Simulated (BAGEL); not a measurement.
**C2H2FSi− (SMILES C#C[SiH-]F) at B3LYP/6-31G(d) (density fitting with qzvpp-jkfit, spherical functions)**

Aim: the energy change on altering one bond length of C2H2FSi− at B3LYP/6-31G* (density fitting with qzvpp-jkfit, spherical functions), from 2 runs. 

The calculation is run with BAGEL 1.2.2.

2 further runs of the same task are left out: 2 set aside as unsound or not needed. Runs told in other sessions of the task aren't counted.

### Step 1. The structure to begin with

C2H2FSi− has 6 atoms, charge -1, and is taken as a singlet. As SMILES, `C#C[SiH-]F`. The shape is that of a GFN2-xTB optimisation.

Bond lengths: C1–C2 1.210 Å, C2–Si3 1.869 Å, Si3–F4 1.726 Å, C1–H5 1.062 Å, Si3–H6 1.523 Å. Angles: C1–C2–Si3 160.2°, C2–Si3–F4 99.9°, C2–C1–H5 174.2°, C2–Si3–H6 99.7°, F4–Si3–H6 94.8°.

### Step 2. A single-point energy at B3LYP/6-31G(d) (density fitting with qzvpp-jkfit, spherical functions)

The input, input.json:

```json
{ "bagel" : [

{
  "title" : "molecule",
  "basis" : "6-31gs.json",
  "df_basis" : "qzvpp-jkfit",
  "angstrom" : "true",
  "geometry" : [
    { "atom" : "C", "xyz" : [    1.111270,   -0.445760,   -1.230420 ] },
    { "atom" : "C", "xyz" : [    0.327710,   -0.094560,   -0.377550 ] },
    { "atom" : "Si", "xyz" : [   -0.326790,    0.561260,    1.245330 ] },
    { "atom" : "F", "xyz" : [   -1.396830,   -0.723260,    1.675750 ] },
    { "atom" : "H", "xyz" : [    1.713780,   -0.774250,   -2.040660 ] },
    { "atom" : "H", "xyz" : [   -1.429140,    1.476570,    0.727570 ] }
  ]
},
{
  "title" : "ks",
  "xc_func" : "b3lyp",
  "charge" : -1
},
{
  "title" : "print",
  "file" : "orbitals.molden",
  "orbitals" : "true"
}

]}
```

The basis set 6-31G* is read from a file made from the Basis Set Exchange's data (not shown).

Run with:

```bash
$ BAGEL_NUM_THREADS=1 BAGEL input.json > input.out
```

Output:

```text
* using 1 threads per process

  ===============================================================
  ===============================================================

  *** Geometry ***

  { "atom" : "C", "xyz" : [      2.099996,     -0.842364,     -2.325157 ] },
  { "atom" : "C", "xyz" : [      0.619282,     -0.178693,     -0.713466 ] },
  { "atom" : "Si", "xyz" : [     -0.617544,      1.060628,      2.353333 ] },
  { "atom" : "F", "xyz" : [     -2.639626,     -1.366763,      3.166709 ] },
  { "atom" : "H", "xyz" : [      3.238575,     -1.463120,     -3.856289 ] },
  { "atom" : "H", "xyz" : [     -2.700683,      2.790313,      1.374908 ] },

  Number of auxiliary basis functions:      391

  Since a DF basis is specified, we compute 2- and 3-index integrals:
    o Being stored without compression. Storage requirement is 0.013 GB

  Number of basis functions:       64
  Number of electrons      :       37

    * METHOD: MOLECULE                             0.14

  *** Kohn-Sham DFT ***

    * Removing 8979 points whose weight is below 1.00e-10
    * Grid points: 80457

  === Nuclear Repulsion ===
   126.8097802611

       - DIIS with orbital gradients will be used.

  === KS iteration (b3lyp / 6-31gs.json) ===
      0       -442.17700323          0.14175710           0.20
      1       -396.50574935          0.21352522           0.19
      2       -391.59744499          0.23390751           0.19
      3       -439.41020851          0.18369785           0.19
      4       -456.62437967          0.13003953           0.19
      5       -465.26443387          0.05685688           0.19
      6       -466.20205077          0.03779806           0.19
      7       -466.67715292          0.01079700           0.19
      8       -466.70661609          0.00772770           0.19
      9       -466.72570705          0.00107358           0.19
     10       -466.72619842          0.00020841           0.19
     11       -466.72621611          0.00004376           0.19
     12       -466.72621680          0.00003591           0.19
     13       -466.72621713          0.00000891           0.19
     14       -466.72621715          0.00000346           0.19
     15       -466.72621716          0.00000216           0.19
     16       -466.72621716          0.00000054           0.19
     17       -466.72621716          0.00000019           0.19
     18       -466.72621716          0.00000009           0.19
     19       -466.72621716          0.00000006           0.19
     20       -466.72621716          0.00000001           0.19
    * SCF iteration converged.

    * Permanent dipole moment:
           (   -0.253118,     0.438892,     0.857753) a.u.

    * METHOD: KS                                   4.31

    * METHOD: PRINT                                0.01

  ===============================================================
```

Wall time 4.8 s (1 thread of Arm Neoverse V1, shared host); peak memory 0.27 GiB.

### Step 3. The distorted shape, same level

The input, job.json:

```json
{ "bagel" : [

{
  "title" : "molecule",
  "basis" : "6-31gs.json",
  "df_basis" : "qzvpp-jkfit",
  "angstrom" : true,
  "geometry" : [
    { "atom" : "C", "xyz" : [       1.646287,       0.196496,      -1.445629 ] },
    { "atom" : "C", "xyz" : [       0.862727,       0.547696,      -0.592759 ] },
    { "atom" : "Si", "xyz" : [       0.208227,       1.203516,       1.030121 ] },
    { "atom" : "F", "xyz" : [      -1.396830,      -0.723260,       1.675750 ] },
    { "atom" : "H", "xyz" : [       2.248797,      -0.131994,      -2.255869 ] },
    { "atom" : "H", "xyz" : [      -0.894123,       2.118826,       0.512361 ] }
  ]
},

{
  "title" : "ks",
  "xc_func" : "b3lyp",
  "charge" : -1
},

{
  "title" : "print",
  "file" : "orbitals.molden",
  "orbitals" : true
}

]}
```

The basis set 6-31G* is read from a file made from the Basis Set Exchange's data (not shown).

Run with:

```bash
$ BAGEL_NUM_THREADS=1 BAGEL job.json > job.out
```

Output:

```text
* using 1 threads per process

  ===============================================================
  ===============================================================

  *** Geometry ***

  { "atom" : "C", "xyz" : [      3.111032,      0.371324,     -2.731843 ] },
  { "atom" : "C", "xyz" : [      1.630318,      1.034995,     -1.120152 ] },
  { "atom" : "Si", "xyz" : [      0.393492,      2.274316,      1.946647 ] },
  { "atom" : "F", "xyz" : [     -2.639626,     -1.366763,      3.166709 ] },
  { "atom" : "H", "xyz" : [      4.249610,     -0.249433,     -4.262975 ] },
  { "atom" : "H", "xyz" : [     -1.689648,      4.004001,      0.968222 ] },

  Number of auxiliary basis functions:      391

  Since a DF basis is specified, we compute 2- and 3-index integrals:
    o Being stored without compression. Storage requirement is 0.013 GB

  Number of basis functions:       64
  Number of electrons      :       37

    * METHOD: MOLECULE                             0.14

  *** Kohn-Sham DFT ***

    * Removing 8237 points whose weight is below 1.00e-10
    * Grid points: 81199

  === Nuclear Repulsion ===
   110.2872630103

       - DIIS with orbital gradients will be used.

  === KS iteration (b3lyp / 6-31gs.json) ===
      0       -444.07744332          0.14374315           0.21
      1       -411.26615416          0.15709138           0.19
      2       -377.69599609          0.14148039           0.19
      3       -422.26806418          0.17439810           0.19
      4       -460.21839308          0.09685004           0.19
      5       -466.12261697          0.03335225           0.19
      6       -466.11494811          0.03929412           0.19
      7       -466.38673024          0.02609488           0.19
      8       -466.64128047          0.00247283           0.19
      9       -466.64276210          0.00200672           0.19
     10       -466.64423716          0.00056023           0.19
     11       -466.64436908          0.00018944           0.19
     12       -466.64437682          0.00010816           0.19
     13       -466.64437988          0.00003198           0.19
     14       -466.64438024          0.00000510           0.19
     15       -466.64438025          0.00000363           0.19
     16       -466.64438025          0.00000081           0.19
     17       -466.64438026          0.00000031           0.19
     18       -466.64438026          0.00000017           0.19
     19       -466.64438026          0.00000004           0.19
     20       -466.64438026          0.00000001           0.19
     21       -466.64438026          0.00000000           0.19
    * SCF iteration converged.

    * Permanent dipole moment:
           (   -1.238930,    -0.571906,     1.468217) a.u.

    * METHOD: KS                                   4.54

    * METHOD: PRINT                                0.01

  ===============================================================
```

Run time: 4.8 s. Hardware: 1 thread of Arm Neoverse V1, shared host; peak memory 0.27 GiB.

### Step 4. What came out

Level: B3LYP/6-31G* (density fitting with qzvpp-jkfit, spherical functions).

```
                                                              quantity          value
                                             first shape: total energy  -466.72622 Eh
                                              first shape: HOMO energy        0.61 eV
                                              first shape: LUMO energy        5.17 eV
    first shape: HOMO–LUMO gap (to an unbound level, set by the basis)        4.55 eV
                                         distorted shape: total energy  -466.64438 Eh
                                          distorted shape: HOMO energy       -0.55 eV
                                          distorted shape: LUMO energy        3.20 eV
distorted shape: HOMO–LUMO gap (to an unbound level, set by the basis)        3.75 eV
    energy change with the Si3–F4 bond stretched from 1.726 to 2.590 Å       2.227 eV
```

In words: With the Si3–F4 bond stretched from 1.726 to 2.590 Å the energy rises by 2.23 eV (215 kJ/mol). The first shape isn't relaxed at this level, so the change isn't measured from a minimum. The HOMO (first shape) lies at positive energy, 0.61 eV, from the functional's self-interaction, a short basis or an electron that isn't bound; only total energies against the neutral tell.
